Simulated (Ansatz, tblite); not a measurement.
**The cluster Cu₄B: one state, many levels**

How do method and basis change the picture of the cluster Cu₄B (doublet)?

The runs use Ansatz 0.2.0, Gaussian basis; as each input shows.

Plan: GFN1-xTB, GFN2-xTB, PBE-D4/def2-TZVP, r2SCAN-D4/def2-TZVP, revPBE-D4/def2-TZVP, PBE-QIDH/def2-TZVP, PBE-D4/def2-SVP, PBE0-D4/def2-SVP, HF/STO-3G, PBE0-D4/def2-TZVPD, PBE-D4/def2-TZVPD, r2SCAN-D4/def2-TZVPD, CCSD(T)/def2-SVP, MP2/def2-TZVP, RPA/def2-TZVP.

2 further runs of the same task are left out: 2 set aside as unsound or not needed. Runs told in other sessions of the task aren't counted.

### 1 The structure

The doublet was relaxed beforehand with B3LYP-D4/def2-SVP. At that level it is the lowest of the isomers that a small search found.

5 atoms, charge 0, spin multiplicity 2.

Bond lengths: B1–Cu2 1.947 Å, B1–Cu3 2.122 Å, B1–Cu4 2.122 Å, B1–Cu5 1.947 Å. Angles: Cu2–B1–Cu3 75.1°, Cu2–B1–Cu4 75.1°, Cu2–B1–Cu5 144.1°, Cu3–B1–Cu4 67.2°, Cu3–B1–Cu5 75.1°, Cu4–B1–Cu5 75.1°.

Coordinates:

```xyz
5

B    -0.8734   -0.3645   -0.0300
Cu   -1.0215    1.5651   -0.2405
Cu    0.8469    0.1955   -1.1386
Cu    0.6674    0.4364    1.1899
Cu    0.3807   -1.8325    0.2190
```

No spin-orbit coupling is included.

PBE0-D4/def2-TZVP was run before; its log isn't repeated, and its numbers join the tables.

### 2 GFN1-xTB

Tight binding, by tblite at 300 K electronic temperature and without a spin-polarisation term:

```python
tblite.interface.Calculator('GFN1-xTB', numbers, positions, charge=0, uhf=1).singlepoint()
```

Energy -527.9221 eV; 0.008 s.

### 3 GFN2-xTB

Tight binding, by tblite at 300 K electronic temperature and without a spin-polarisation term:

```python
tblite.interface.Calculator('GFN2-xTB', numbers, positions, charge=0, uhf=1).singlepoint()
```

Energy -451.2765 eV; 0.011 s.

### 4 PBE-D4/def2-TZVP

start.molden holds the orbitals of an earlier run on this state, given as this run's starting guess.

The input, in.yaml:

```yaml
crystal:
  periodic: [false, false, false]
  atoms:
    - {symbol: B, position_ang: [-0.873420, -0.364539, -0.029958]}
    - {symbol: Cu, position_ang: [-1.021525, 1.565070, -0.240485]}
    - {symbol: Cu, position_ang: [0.846912, 0.195543, -1.138551]}
    - {symbol: Cu, position_ang: [0.667371, 0.436389, 1.189943]}
    - {symbol: Cu, position_ang: [0.380663, -1.832463, 0.219040]}
basis:
  gaussian: {orbitals: def2-TZVP, initial_orbitals: start.molden}
magnetization: {spin_polarized: true, initial_magnetization: 1}
hamiltonian: {xc: pbe, dispersion: d4}
scf: {omitted_lower_state_checks: [starts]}
output: {forces: true, orbitals: {seedname: orbitals}}
```

Run with:

```console
> ansatz run in.yaml --threads 4 --pin off --events-out ev --progress --plain --max-ram 4787MiB
```

After this run come: r2SCAN-D4/def2-TZVP; revPBE-D4/def2-TZVP; PBE-QIDH/def2-TZVP; PBE-D4/def2-SVP; PBE0-D4/def2-SVP; HF/STO-3G; PBE0-D4/def2-TZVPD; PBE-D4/def2-TZVPD; r2SCAN-D4/def2-TZVPD; CCSD(T)/def2-SVP; MP2/def2-TZVP; RPA/def2-TZVP.

**Question.** What will the summary of the whole plan be? Wanted: gap in def2-TZVP, named functionals, smallest and largest; correlation energy, CCSD(T)/def2-SVP; correlation energy, MP2/def2-TZVP; binding an atom, functionals in def2-TZVP; ⟨S²⟩ in def2-TZVP, named functionals, smallest and largest; PBE0 total energy, smallest basis above largest.

**Answer**, as computed:

| quantity | value |
| --- | --- |
| gap in def2-TZVP, named functionals, smallest and largest | 0.45 eV (PBE-D4), 2.10 eV (PBE0-D4) |
| correlation energy, CCSD(T)/def2-SVP | -36.44 eV |
| correlation energy, MP2/def2-TZVP | -51.88 eV |
| binding an atom, functionals in def2-TZVP | 1.83 (PBE-QIDH) to 2.19 eV (PBE-D4) |
| ⟨S²⟩ in def2-TZVP, named functionals, smallest and largest | 0.754, 0.762 |
| PBE0 total energy, smallest basis above largest | 27.06 eV (def2-SVP, def2-TZVPD) |

What this shows: Over the named functionals in def2-TZVP the gap runs from 0.45 eV (PBE-D4) to 2.10 eV (PBE0-D4); exact exchange widens it. Over the named functionals in def2-TZVP spin contamination reaches 0.01 (r2SCAN-D4), which is small. Notes on CCSD(T)/def2-SVP: large T1 diagnostic, spin contamination.
